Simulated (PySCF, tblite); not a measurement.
**C3H9F3S2Si2: geometry, infrared bands and NMR shifts**

Wanted: the infrared bands and NMR shifts of C3H9F3S2Si2 (`CS[C@@H](S[SiH2][SiH3])C(F)(F)F`), by calculation.

Programs: tblite 0.8.0 and PySCF 2.14.0, with density-fitted response routines of our own. Each step states its level of theory. These are calculated values for one molecule in the gas phase, unless marked as measured. Atoms are numbered from 0 throughout.

## (1) The starting structure

19 atoms, charge 0, multiplicity 1; geometry from: force field or distance geometry start.

Bonds of the start (Å): C0–S1 1.81, S1–C2 1.82, C2–S3 1.77, S3–Si4 2.13, Si4–Si5 2.23, C2–C6 1.51, C6–F7 1.39, C6–F8 1.37, C6–F9 1.38, C0–H10 1.11, C0–H11 1.11, C0–H12 1.11, C2–H13 1.13, Si4–H14 1.48, Si4–H15 1.49, Si5–H16 1.49, Si5–H17 1.46, Si5–H18 1.48.

## (2) Relaxing the molecule with GFN2-xTB

The job: settings as JSON, then the geometry in Å.

```
{"job": {"kind": "relax", "xc": "GFN2-xTB", "basis": "xTB"}, "charge": 0, "multiplicity": 1}
C     -3.035300    -1.500200    -0.519300
S     -1.911400    -0.442700    -1.473900
C     -1.198200     0.757700    -0.303600
S     -0.183100    -0.073700     0.891100
Si     1.545800    -0.957000     0.025100
Si     3.351800     0.058200     0.841300
C     -0.459000     1.861600    -1.027900
F      0.583100     1.291600    -1.747900
F      0.136000     2.709100    -0.125600
F     -1.281700     2.551400    -1.900200
H     -2.657700    -1.491100     0.527100
H     -4.074900    -1.106500    -0.543200
H     -3.043800    -2.547200    -0.895800
H     -2.085500     1.261400     0.183900
H      1.430700    -0.810400    -1.438900
H      1.578800    -2.387200     0.436300
H      3.664600    -0.390200     2.224000
H      3.114600     1.497900     0.903800
H      4.515400    -0.273400    -0.018300
```

Launch:

```
$ OMP_NUM_THREADS=1 python probes_run.py task.json out
```

The driver reads the jobs from task.json and runs them one after another.

The program printed:

```text
step      E/eV     max force
  0    -956.56683    2.044
  1    -956.87830    1.135
  2    -957.01468    0.710
  3    -957.05480    0.565
  4    -957.09567    0.345
  5    -957.11199    0.317
  6    -957.13988    0.418
  7    -957.16682    0.518
  8    -957.19170    0.355
  9    -957.20500    0.226
 10    -957.21107    0.152
 11    -957.21573    0.202
 12    -957.22114    0.176
 13    -957.22497    0.142
 14    -957.22783    0.158
 15    -957.23056    0.170
 16    -957.23312    0.124
 17    -957.23522    0.110
 18    -957.23692    0.076
 19    -957.23852    0.118
 20    -957.24047    0.147
 21    -957.24311    0.151
 22    -957.24629    0.163
 23    -957.24941    0.134
 24    -957.25193    0.120
 25    -957.25381    0.088
 26    -957.25532    0.100
 27    -957.25678    0.089
 28    -957.25812    0.081
 29    -957.25927    0.072
 30    -957.26028    0.102
 31    -957.26125    0.101
 32    -957.26215    0.090
 33    -957.26298    0.073
 34    -957.26383    0.080
 35    -957.26481    0.111
 36    -957.26597    0.125
 37    -957.26719    0.095
 38    -957.26835    0.091
 39    -957.26949    0.109
 40    -957.27076    0.094
 41    -957.27210    0.096
 42    -957.27333    0.075
 43    -957.27452    0.112
 44    -957.27589    0.131
 45    -957.27767    0.161
 46    -957.27974    0.161
 47    -957.28160    0.091
 48    -957.28298    0.076
 49    -957.28410    0.085
 50    -957.28524    0.130
 51    -957.28592    0.142
 52    -957.28782    0.103
 53    -957.28964    0.082
 54    -957.29174    0.101
 55    -957.29268    0.088
 56    -957.29340    0.062
 57    -957.29406    0.061
 58    -957.29483    0.093
 59    -957.29582    0.109
 60    -957.29690    0.078
 61    -957.29796    0.082
 62    -957.29920    0.083
 63    -957.30068    0.110
 64    -957.30200    0.093
 65    -957.30280    0.065
 66    -957.30344    0.051
 67    -957.30399    0.067
 68    -957.30480    0.075
 69    -957.30558    0.059
 70    -957.30634    0.063
 71    -957.30698    0.049
 72    -957.30747    0.046
 73    -957.30778    0.037
 74    -957.30798    0.032
 75    -957.30815    0.037
 76    -957.30836    0.037
 77    -957.30868    0.050
 78    -957.30905    0.047
 79    -957.30934    0.037
 80    -957.30953    0.030
 81    -957.30968    0.030
 82    -957.30986    0.035
 83    -957.31015    0.047
 84    -957.31053    0.050
 85    -957.31092    0.045
 86    -957.31123    0.036
 87    -957.31148    0.039
 88    -957.31177    0.044
 89    -957.31215    0.050
 90    -957.31258    0.055
 91    -957.31300    0.048
 92    -957.31344    0.049
 93    -957.31397    0.057
 94    -957.31464    0.072
 95    -957.31538    0.078
 96    -957.31602    0.067
 97    -957.31654    0.056
 98    -957.31695    0.055
 99    -957.31734    0.063
100    -957.31760    0.035
101    -957.31774    0.019
102    -957.31781    0.020
103    -957.31794    0.026
104    -957.31806    0.024
105    -957.31817    0.019
106    -957.31826    0.019
107    -957.31834    0.020
108    -957.31844    0.021
109    -957.31856    0.030
110    -957.31869    0.030
111    -957.31879    0.024
112    -957.31889    0.025
113    -957.31903    0.034
114    -957.31926    0.052
115    -957.31955    0.059
116    -957.31978    0.045
117    -957.31991    0.023
118    -957.32000    0.021
119    -957.32010    0.027
120    -957.32025    0.030
121    -957.32040    0.027
122    -957.32051    0.021
123    -957.32059    0.020
124    -957.32067    0.019
125    -957.32074    0.021
126    -957.32081    0.017
127    -957.32086    0.016
128    -957.32089    0.016
129    -957.32092    0.019
130    -957.32095    0.017
131    -957.32098    0.013
132    -957.32100    0.012
133    -957.32102    0.012
134    -957.32104    0.011
135    -957.32105    0.007
```

Run time: 3.6 s. Hardware: 1 thread of Intel Xeon at 2.50GHz, shared host; peak memory 0.18 GiB.

Relaxation path: (not every step is listed)

```
step  energy from step 0 (eV)  largest force (eV/Å)
   0                   0.0000                2.0441
   1                  -0.3115                1.1348
   2                  -0.4479                0.7096
   3                  -0.4880                0.5648
   4                  -0.5288                0.3450
   5                  -0.5452                0.3165
   6                  -0.5730                0.4178
   7                  -0.6000                0.5176
   8                  -0.6249                0.3552
  20                  -0.6736                0.1472
  32                  -0.6953                0.0896
  44                  -0.7091                0.1313
  56                  -0.7266                0.0617
  68                  -0.7380                0.0750
  80                  -0.7427                0.0302
  92                  -0.7466                0.0488
 104                  -0.7512                0.0244
 116                  -0.7530                0.0447
 128                  -0.7541                0.0157
 130                  -0.7541                0.0173
 131                  -0.7541                0.0128
 132                  -0.7542                0.0119
 133                  -0.7542                0.0121
 134                  -0.7542                0.0110
 135                  -0.7542                0.0072
```

Distances of close pairs at the start and the end, largest changes first:

```
   bond  before (Å)  after (Å)  change (Å)
Si4–Si5       2.227      2.318      +0.092
 S3–Si4       2.126      2.201      +0.075
  C6–F7       1.389      1.343      -0.046
  C6–F9       1.383      1.339      -0.044
  C2–S3       1.775      1.815      +0.040
 C2–H13       1.131      1.093      -0.038
  C6–F8       1.373      1.341      -0.033
 C0–H12       1.113      1.084      -0.028
```

The next job starts from the end point, and lists it.

## (3) Infrared spectrum with GFN2-xTB

The job: settings as JSON, then the geometry in Å.

```
{"job": {"kind": "ir", "xc": "GFN2-xTB", "basis": "xTB"}, "charge": 0, "multiplicity": 1}
C     -2.913977    -1.423789    -0.732335
S     -1.709992    -0.417122    -1.635906
C     -1.190330     0.651976    -0.242806
S     -0.406510    -0.220118     1.142217
Si     1.411623    -1.104896     0.271940
Si     3.245777     0.279579     0.579075
C     -0.306430     1.747471    -0.797954
F      0.743588     1.281721    -1.493429
F      0.203329     2.530199     0.163618
F     -0.978854     2.560910    -1.622517
H     -2.440054    -1.809987     0.166167
H     -3.783819    -0.821763    -0.485774
H     -3.192637    -2.236935    -1.393334
H     -2.082717     1.125431     0.173879
H      0.967787    -1.462736    -1.071456
H      1.390824    -2.340354     1.056671
H      3.758774     0.130230     1.945201
H      2.980429     1.700325     0.359048
H      4.293385    -0.160891    -0.344277
```

The program printed:

```text
mode    cm-1     km/mol
  1     -28.3      0.09
  2      41.2      2.57
  3      49.3      0.31
  4      62.8      2.60
  5      76.5      0.68
  6     108.0      2.24
  7     121.9      4.41
  8     141.1      2.69
  9     145.6      5.79
 10     180.0      9.06
 11     225.0      2.19
 12     244.1      2.70
 13     321.8      3.80
 14     346.9     32.28
 15     367.8      5.01
 16     399.3     64.39
 17     467.7     19.49
 18     472.9      4.90
 19     479.7     10.09
 20     492.5      3.99
 21     497.1     16.74
 22     602.8     18.19
 23     623.9     26.25
 24     685.9    741.43
 25     701.1     21.65
 26     736.0     20.65
 27     751.0     32.23
 28     767.9    356.94
 29     782.5    125.87
 30     803.2    133.25
 31     817.1     59.65
 32     847.5     16.84
 33     950.6      4.27
 34     954.0      0.55
 35    1032.0    219.52
 36    1064.7    238.95
 37    1129.8     27.10
 38    1170.0    109.66
 39    1209.5     91.86
 40    1313.5      1.90
 41    1434.4      7.14
 42    1439.1      5.06
 43    2229.1    104.15
 44    2248.7    174.93
 45    2255.1    323.63
 46    2277.7    277.59
 47    2291.4    168.34
 48    2954.7      0.46
 49    3021.6      1.84
 50    3031.3      3.52
 51    3069.2      0.51
```

Wall time 2.8 s (1 thread of Intel Xeon at 2.50GHz, shared host); peak memory 0.18 GiB.

The strongest bands and the atoms that carry them (share of the mass-weighted mode):

```
cm⁻¹  km/mol                                   atoms
 686   741.4                      H15 51 %, H14 21 %
 768   356.9  H14 21 %, H15 20 %, H17 19 %, H18 14 %
1032   219.5              C6 54 %, H13 14 %, F9 10 %
1065   238.9               C6 74 %, F8 12 %, F9 11 %
2249   174.9                      H15 56 %, H18 28 %
2255   323.6                      H18 68 %, H15 25 %
2278   277.6                                H17 88 %
2291   168.3                                H14 86 %
```

## (4) NMR shieldings: PBE0/pcSseg-1

Settings changed since step 3:

```diff
@@ -1,2 +1,2 @@
-{"job": {"kind": "ir", "xc": "GFN2-xTB", "basis": "xTB"}, "charge": 0, "multiplicity": 1}
+{"job": {"kind": "nmr", "xc": "PBE0", "basis": "pcSseg-1"}, "charge": 0, "multiplicity": 1}
 C     -2.913977    -1.423789    -0.732335
```

With the program's defaults for keys left out, this is: GIAO PBE0/pcSseg-1 NMR shielding, non-relativistic, gas phase.

The program printed:

```text
coarse grid: 18592 points
cycle   1  E = -1793.3815376771  dE =  1.121e+00  |g| = 9.011e-01  |ddm| = 4.001e+00
cycle   2  E = -1793.2150494533  dE =  1.665e-01  |g| = 1.389e+00  |ddm| = 1.317e+00
cycle   3  E = -1793.5255251118  dE = -3.105e-01  |g| = 8.396e-02  |ddm| = 8.312e-01
cycle   4  E = -1793.5265503527  dE = -1.025e-03  |g| = 5.501e-02  |ddm| = 1.464e-01
cycle   5  E = -1793.5273142203  dE = -7.639e-04  |g| = 1.099e-02  |ddm| = 6.616e-02
cycle   6  E = -1793.5273423085  dE = -2.809e-05  |g| = 2.322e-03  |ddm| = 1.469e-02
cycle   7  E = -1793.5273433338  dE = -1.025e-06  |g| = 5.792e-04  |ddm| = 3.103e-03
final grid: 164128 points
cycle   8  E = -1793.6088458838  dE = -4.820e-05  |g| = 8.784e-03  |ddm| = 3.070e-02
cycle   9  E = -1793.6088318108  dE =  1.407e-05  |g| = 1.212e-02  |ddm| = 1.586e-02
cycle  10  E = -1793.6088620913  dE = -3.028e-05  |g| = 1.062e-03  |ddm| = 9.546e-03
cycle  11  E = -1793.6088623323  dE = -2.411e-07  |g| = 3.301e-04  |ddm| = 1.492e-03
cycle  12  E = -1793.6088623599  dE = -2.754e-08  |g| = 7.809e-05  |ddm| = 3.826e-04
cycle  13  E = -1793.6088623613  dE = -1.390e-09  |g| = 2.070e-05  |ddm| = 9.290e-05
cycle  14  E = -1793.6088623614  dE = -1.087e-10  |g| = 3.995e-06  |ddm| = 3.066e-05
converged SCF energy = -1793.6088623614

GIAO shielding tensors (ppm)
atom      isotropic    diamagn.    paramagn.     s11        s22        s33       span
  0 C      167.229     251.803     -84.573    151.146    161.819    188.723     37.577
  1 S      510.134    1057.211    -547.077    359.452    434.245    736.706    377.254
  2 C      124.642     256.189    -131.547     90.731    132.353    150.843     60.112
  3 S      641.739    1059.978    -418.239    457.765    587.623    879.830    422.065
  4 Si     414.368     880.493    -466.125    356.551    430.867    455.685     99.134
  5 Si     462.040     879.675    -417.635    439.280    467.088    479.752     40.472
  6 C       52.442     241.589    -189.147     47.731     51.348     58.246     10.515
  7 F      254.370     476.905    -222.534    180.906    259.712    322.493    141.588
  8 F      240.155     475.177    -235.022    158.763    235.561    326.141    167.379
  9 F      246.406     470.327    -223.921    159.839    242.308    337.070    177.231
 10 H       28.840      31.640      -2.800     22.448     30.662     33.408     10.960
 11 H       29.568      29.180       0.388     23.803     26.637     38.262     14.459
 12 H       29.736      28.732       1.004     24.521     26.087     38.600     14.079
 13 H       27.259      32.462      -5.203     23.182     26.019     32.577      9.395
 14 H       26.181      29.710      -3.530     21.610     27.589     29.343      7.733
 15 H       27.309      29.752      -2.443     21.939     26.161     33.827     11.888
 16 H       28.117      28.400      -0.283     24.602     25.544     34.206      9.604
 17 H       27.983      29.097      -1.114     23.198     28.841     31.910      8.713
 18 H       28.220      28.160       0.059     24.557     25.555     34.547      9.990
```

Run time: 3.1 min. Hardware: 1 thread of Intel Xeon at 2.50GHz, shared host; peak memory 1.1 GiB.

The references, computed at this level on geometries of the same kind, shield at (ppm): ¹H TMS 31.72, ¹³C TMS 186.9, ²⁹Si TMS 349.2, ¹⁹F CFCl3 170.9, ³³S CS2 504. Their shielding less the atom's gives the shift. The references are single molecules in the gas phase, so shifts against H2O, NH3, PH3, H3PO4 or CFCl3 are not on the usual liquid scales and can be off by tens of ppm. Atoms listed in one row are averaged.

```
        atoms                              environment  σ (ppm)  δ (ppm)  δ scaled to CDCl3
           C6                               CF3 carbon     52.4    134.5              129.3
           C2                     sp3 CH bonded to 2 S    124.6     62.3               50.1
           C0                methyl carbon bonded to S    167.2     19.7               12.9
          H14    hydrogen on a silicon bonded to S, Si    26.18     5.54                  –
          H13      hydrogen on an sp3 CH bonded to 2 S    27.26     4.46               4.31
          H15    hydrogen on a silicon bonded to S, Si    27.31     4.41                  –
H16, H17, H18       hydrogen on a silicon bonded to Si    28.11     3.61                  –
H10, H11, H12  hydrogen on a methyl carbon bonded to S    29.38     2.34               2.31
           S1                           sulfide sulfur      510       -6                  –
           S3                   sulfur bonded to C, Si      642     -138                  –
          Si4             silicon bonded to S, Si, 2 H    414.4    -65.2                  –
          Si5                silicon bonded to Si, 3 H    462.0   -112.9                  –
   F7, F8, F9                  fluorine of a CF3 group    247.0    -76.0                  –
```

The scaled column applies a straight-line fit of computed shieldings to shifts measured in CDCl3, with any fitted terms for Cl, Br or S neighbours, and one for carbons that bear F (root-mean-square error 0.16 ppm for H, 1.9 ppm for C).

The run also stored atomic charges by several schemes (e):

```
     atoms  Mulliken    IAO  Hirshfeld  ESP fit
        C0     -0.37  -0.51      -0.12    -0.38
        S1      0.04   0.11       0.01    -0.03
        C2     -0.54  -0.34      -0.07    -0.65
        S3     -0.20  -0.17      -0.09    -0.18
       Si4      0.24   0.37       0.21     0.35
       Si5      0.22   0.30       0.21     0.11
        C6      0.87   0.80       0.25     0.43
F7, F8, F9     -0.26  -0.28      -0.08    -0.11
```

Mayer bond orders: C0–S1 0.99, S1–C2 0.98, C2–S3 1.01, S3–Si4 0.84, Si4–Si5 0.87, C2–C6 0.94, C6–F7 0.97, C6–F8 1.01, C6–F9 1.02.

The fields below are evaluated on a grid from the run's orbitals.

Frontier orbitals at PBE0/pcSseg-1, with the share of their density that lies nearest to each atom:

```
orbital  energy (eV)                      lies on
   HOMO        -6.92             S1 66 %; S3 16 %
   LUMO        -0.65  Si4 27 %; H15 14 %; S3 14 %
```

ELF in a plane through or near 6 of the atoms.

Ten even steps from '0' (0.00) to '9' (1.00):
```
0000000000000000000000000000
0000000000000000000000000000
0000000000011000000000000000
0000000004899600000000000000
0000000007999900000000000000
0000000007999800001200000000
0000011125545300018852100000
0000244377171332018974310000
0001451249312742004536620000
0000324818745533212579981000
0000133254100156762249980000
0000289993000173262001210000
0000399990002389441000000000
0000179950246614000000000000
0000001200366434310000000000
0000000000143037630000000000
0000000000000034310000000000
0000000000000000000000000000
0000000000000000000000000000
0000000000000000000000000000
```
The map spans 13.3 Å across and 11.1 Å up, centred on the molecule. Atoms in the plane (x, y in Å): C0 (3.2, 0.8), C2 (1.0, -0.8), Si4 (-1.2, 1.4), Si5 (-3.3, 0.4), H15 (-1.2, 2.7), H17 (-3.3, -1.1).

On the surface of density 0.002 e/bohr³ the electrostatic potential runs, from the 1st to the 99th percentile, from -0.82 V near S3 to 1.39 V near H13.

## (5) What came out

| quantity | value |
| --- | --- |
| strongest single infrared mode (GFN2-xTB) | 686 cm⁻¹, 741 km/mol |
| zero-point energy (GFN2-xTB) | 69.2 kcal/mol |
| ¹³C shifts against TMS (PBE0/pcSseg-1) | 134.5, 62.3, 19.7 ppm |
| ¹H shifts against TMS (PBE0/pcSseg-1, means over atoms taken as alike) | 5.54, 4.46, 4.41, 3.61, 2.34 ppm |
| ³³S shifts against CS2 (PBE0/pcSseg-1) | -6, -138 ppm |
| ²⁹Si shifts against TMS (PBE0/pcSseg-1) | -65.2, -112.9 ppm |
| ¹⁹F shifts against CFCl3 (PBE0/pcSseg-1, means over atoms taken as alike) | -76.0 ppm |
| surface potential, 1st and 99th percentile | -0.82 V and 1.39 V |

In words: The optimisation took 135 steps and gained 0.754 eV; among the close pairs (by a distance rule), Si4–Si5 changed most, from 2.227 to 2.318 Å. The lowest mode is imaginary (28i cm⁻¹), so the xTB geometry is not a minimum. The strongest single mode, at 686 cm⁻¹, moves mainly H15. Unscaled tight-binding wavenumbers are off by several per cent, some by more. Its intensities can rank the bands wrongly. At PBE0/pcSseg-1: The largest span, 422 ppm, is at S3, where the paramagnetic term is -418 ppm. By nearest atom (PBE0/pcSseg-1), the HOMO sits on S1 66 %; S3 16 % and the LUMO on Si4 27 %; H15 14 %.
